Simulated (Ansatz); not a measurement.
# Si2W: the cost of one run

Computed with the Python package of Ansatz 0.2.0. Level of theory: DFT PBEsol, plane waves, PAW.

## (1) The structure

Symmetry: I4/mmm, No. 139, tetragonal system. Conventional cell: a = 3.214 Å, b = 3.214 Å, c = 7.830 Å, α = 90.00°, β = 90.00°, γ = 90.00°. Si (site symmetry 4mm) is surrounded by 5 Si at 2.59 to 2.63 Å and 5 W at 2.62 Å. W (site symmetry 4/mmm) is surrounded by 10 Si at 2.62 Å.

No structure file is read: the coordinates are typed or built in the script.

## (2) Script

Input file si2w_ecut.py:

```python
# -*- coding: utf-8 -*-
import warnings

import ansatz as az
import matplotlib.pyplot as plt

config = {
    "functional": "pbesol",
    "smearing": "Fermi-Dirac",
}


def main():
    warnings.simplefilter("ignore", az.DeckWarning)

    structure = (
        az.Lattice.of([-1.6069, 1.6069, 3.91495], [1.6069, -1.6069, 3.91495], [1.6069, 1.6069, -3.91495])
        .atom("Si", [0.3347, 0.3347, 0.0])
        .atom("Si", [0.6653, 0.6653, 0.0])
        .atom("W", [0.0, 0.0, 0.0])
    )

    base = (
        structure.calculation()
        .functional(config["functional"])
        .occupations(config["smearing"])
        .kpoints(14)
        .stress()
    )

    rows = []
    for value in [250, 325, 400, 475, 550]:
        summary = base.basis(value).run(threads=1, backend="cpu").report
        rows.append((value, summary["free_energy_ev"] / len(summary["lattice"]["sites"]), summary["n_iterations"], sum(summary["stress_gpa"][i][i] for i in range(3)) / 3, summary["n_pw"]))

    print(" cutoff (eV)   F/atom (eV)    iterations       P (GPa)   plane waves")
    for row in rows:
        print(f"{str(row[0]):>12s}  {row[1]:12.5f}  {row[2]:12d}  {row[3]:12.3f}  {row[4]:12d}")

    for row in rows[:-1]:
        shift = 1000 * (row[1] - rows[-1][1])
        print(f"{row[0]}: {shift:+.2f} meV/atom" + ("  (within 2 meV)" if abs(shift) < 2 else ""))
    plt.figure(figsize=(4.5, 3))
    plt.plot([str(row[0]) for row in rows], [1000 * (row[1] - rows[-1][1]) for row in rows], "o-")
    plt.xlabel("cutoff (eV)")
    plt.ylabel("F - F(last) (meV/atom)")
    plt.tight_layout()
    plt.savefig("ecut.png", dpi=100)


if __name__ == "__main__":
    main()
```

## (3) What the engine is handed

The package turns the script's settings into the engine's input (first run):

```yaml
crystal:
  lattice:
    - [-1.6069, 1.6069, 3.91495]
    - [1.6069, -1.6069, 3.91495]
    - [1.6069, 1.6069, -3.91495]
  atoms:
    - { symbol: Si, position: [0.3347, 0.3347, 0.0] }
    - { symbol: Si, position: [0.6653, 0.6653, 0.0] }
    - { symbol: W, position: [0.0, 0.0, 0.0] }
basis:
  ecutwfc: 250.0
kpoints:
  mp_grid:
    grid: [14, 14, 14]
hamiltonian:
  xc: pbesol
scf:
  occupations:
    method: fermi_dirac
output:
  stress: true
```

## (4) The run

Launch:

```
$ python si2w_ecut.py
```

What time and memory should one allow on 1 thread of Arm Neoverse V1, shared host?

About 40 s, with a peak of 0.61 GiB.
